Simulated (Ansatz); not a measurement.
# CH₂F₂SSi: one species, many methods

Aim: compute CH₂F₂SSi with functionals from several rungs and with coupled cluster, and see how far each lands from CCSD(T) at the basis-set limit for the atomisation energy.

The runs use Ansatz 0.2.0, Gaussian basis; functionals in def2-TZVPP, the program's frozen cores in correlated methods.

Levels to be run: LDA (SPW92), PBE-D4, revPBE-D4, BLYP-D4, r2SCAN-D4, B97M-V, PBE0-D4, B3LYP-D4, r2SCANh-D4, r2SCAN0-D4, HSE06-D4, BHLYP-D4, CAM-B3LYP-D4, LC-ωPBE, ωB97X-V, ωB97M-V, B2PLYP, PBE-QIDH; CCSD(T)/def2-SVP; CCSD(T)/def2-TZVPP; MP2/def2-QZVPP; extrapolation to the limit; RPA on PBE.

## 1. The geometry

The geometry comes from an earlier relaxation with PBE0-D4 in a triple-zeta def2 set; it is a stationary point, not always the lowest conformer.

SMILES `F[Si]1(F)CS1`, 7 atoms, charge 0, spin multiplicity 1.

Atoms are counted from 1 here; the program's logs count them from 0.

Bond lengths: F1–Si2 1.576 Å, Si2–F3 1.576 Å, Si2–C4 1.804 Å, Si2–S5 2.040 Å, C4–S5 1.927 Å, C4–H6 1.086 Å, C4–H7 1.086 Å. Angles: F1–Si2–F3 105.5°, F1–Si2–C4 121.6°, F1–Si2–S5 121.7°, F3–Si2–C4 121.6°, F3–Si2–S5 121.7°, C4–Si2–S5 59.8°, Si2–C4–S5 66.2°, Si2–C4–H6 121.3°, Si2–C4–H7 121.3°, S5–C4–H6 111.6°, S5–C4–H7 111.6°, H6–C4–H7 113.6°, Si2–S5–C4 54.0°.

## 2. LDA

This LDA is Slater exchange with PW92 correlation.

in.yaml

```yaml
crystal:
  periodic: [false, false, false]
  atoms:
    - {symbol: F, position_ang: [-0.217994, -2.140569, 0.248751]}
    - {symbol: Si, position_ang: [0.446852, -0.713657, 0.166427]}
    - {symbol: F, position_ang: [1.649141, -0.748713, 1.185327]}
    - {symbol: C, position_ang: [-0.539526, 0.776117, -0.081362]}
    - {symbol: S, position_ang: [0.563607, 0.313302, -1.592685]}
    - {symbol: H, position_ang: [-0.244732, 1.726499, 0.352861]}
    - {symbol: H, position_ang: [-1.595949, 0.719120, -0.325120]}
basis:
  gaussian: {orbitals: def2-TZVPP}
hamiltonian: {xc: lda}
output: {orbitals: {seedname: orbitals}}
```

Command:

```bash
$ ansatz run in.yaml --threads 2 --pin off --events-out ev --progress --plain --max-ram 4352MiB
```

After this run come: PBE-D4 (GGA); revPBE-D4 (GGA); BLYP-D4 (GGA); r2SCAN-D4 (meta-GGA); B97M-V (meta-GGA); PBE0-D4 (hybrid); B3LYP-D4 (hybrid); r2SCANh-D4 (hybrid); r2SCAN0-D4 (hybrid); HSE06-D4 (hybrid); BHLYP-D4 (hybrid); CAM-B3LYP-D4 (range-separated); LC-ωPBE (range-separated); ωB97X-V (range-separated); ωB97M-V (range-separated); B2PLYP (double hybrid); PBE-QIDH (double hybrid); CCSD(T) in def2-SVP; CCSD(T) in def2-TZVPP; MP2 in def2-QZVPP; RPA on PBE orbitals.

**Question.** What will the summary of the whole plan be? Wanted: atomisation energy, CCSD(T)/CBS; farthest beyond LDA; mean size of error, GGA; mean size of error, meta-GGA; mean size of error, hybrid; mean size of error, range-separated; mean size of error, double hybrid; gap, smallest and largest; T1 diagnostic.

As calculated:

```
                               quantity                                      value
        atomisation energy, CCSD(T)/CBS                              2825.2 kJ/mol
 functionals within 14.1 kJ/mol (0.5 %)      r2SCAN-D4, HSE06-D4, ωB97X-V, ωB97M-V
                    farthest beyond LDA                   BHLYP-D4 (-137.4 kJ/mol)
                mean size of error, GGA                                38.0 kJ/mol
           mean size of error, meta-GGA                                15.4 kJ/mol
             mean size of error, hybrid                                45.6 kJ/mol
    mean size of error, range-separated                                10.6 kJ/mol
      mean size of error, double hybrid                                36.5 kJ/mol
              gap, smallest and largest  4.68 eV (LDA (SPW92)), 12.12 eV (LC-ωPBE)
                          T1 diagnostic                                     0.0121
triples share of the correlation energy                                      3.7 %
```

LDA overbinds by 438.9 kJ/mol (16 %). PBE-D4 misses by +55.2 kJ/mol. Double hybrids carry the basis error of their MP2 part in triple zeta, and no dispersion term here, so their miss is partly the set-up's. By mean error the best rung here is range-separated (10.6 kJ/mol) and the worst beyond LDA is hybrid (45.6 kJ/mol). The gap between the best rungs is small, so their order is not settled. The mean of the hybrids holds BHLYP, with half exact exchange. Misses under about 14.1 kJ/mol are within the doubt on the reference itself, which lacks core-valence correlation, relativity and higher excitations. Hartree-Fock recovers 72 % of the binding; the rest is correlation. CCSD(T) in def2-SVP is off by -258.3 kJ/mol, which most functionals beat. Orbital gaps span 4.7 to 12.1 eV; exact exchange widens them.
